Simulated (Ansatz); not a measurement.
# FeCu: the cost of one run

Computed with Ansatz 0.2.0 (DFT, PBE, PAW with Ansatz's default frozen-core files, scalar-relativistic, unless a step's input says otherwise).

**1. The structure to begin with**

Symmetry: Cmmm, No. 65, orthorhombic system. Conventional cell: a = 2.877 Å, b = 3.976 Å, c = 4.138 Å, α = 90.00°, β = 90.00°, γ = 90.00°. Around Fe (site symmetry mmm) lie 4 Fe at 2.45 Å and 4 Cu at 2.52 Å. Around Cu (site symmetry mmm) lie 4 Cu at 2.45 Å and 4 Fe at 2.52 Å.

Coordinates:

```cif
data_structure
_symmetry_space_group_name_H-M 'P 1'
_symmetry_Int_Tables_number 1
_cell_length_a 2.4537
_cell_length_b 2.4537
_cell_length_c 4.1381
_cell_angle_alpha 90.000
_cell_angle_beta 90.000
_cell_angle_gamma 108.228
_cell_volume 23.66
loop_
_atom_site_label
_atom_site_type_symbol
_atom_site_fract_x
_atom_site_fract_y
_atom_site_fract_z
_atom_site_occupancy
Fe1 Fe 0.00000 0.00000 0.00000 1
Cu1 Cu 0.50000 0.50000 0.50000 1
```

Atoms are numbered in the order of the input: Fe1, Cu2.

**2. Free moments from the typed start, PAW**

input.yaml

```yaml
crystal:
  lattice:
    - [1.438272, -1.987934, 0.0]
    - [1.438272, 1.987934, 0.0]
    - [0.0, 0.0, 4.138135]
  atoms:
    - { symbol: Fe, position: [0.0, 0.0, 0.0], spin: 3.0 }
    - { symbol: Cu, position: [0.5, 0.5, 0.5] }
magnetization:
  spin_polarized: true
kpoints:
  mp_grid: { grid: [12, 12, 7] }
scf:
  occupations: { method: fermi_dirac, width: 0.03 }
  lower_state_search: "off"
hamiltonian:
  xc: pbe
  pseudopotentials: { kind: paw }
output:
  forces: true
  stress: true
  eigenvalues: true
  populations: true
  dos: { projected: true, de: 0.1, e_range: [-8, 5] }
  write_density: true
  write_potential: true
  elf: true
  volumetric_format: npy
```

Launch:

```sh
ansatz run input.yaml --threads 1 --pin off --max-ram 3072MiB --backend cpu --events-out ev --progress --plain --runs-dir out
```

**Question.** How long does this run take on 1 thread of Arm Neoverse V1, shared host, and how much memory does it need?

About 28 s, with a peak of 0.41 GiB.
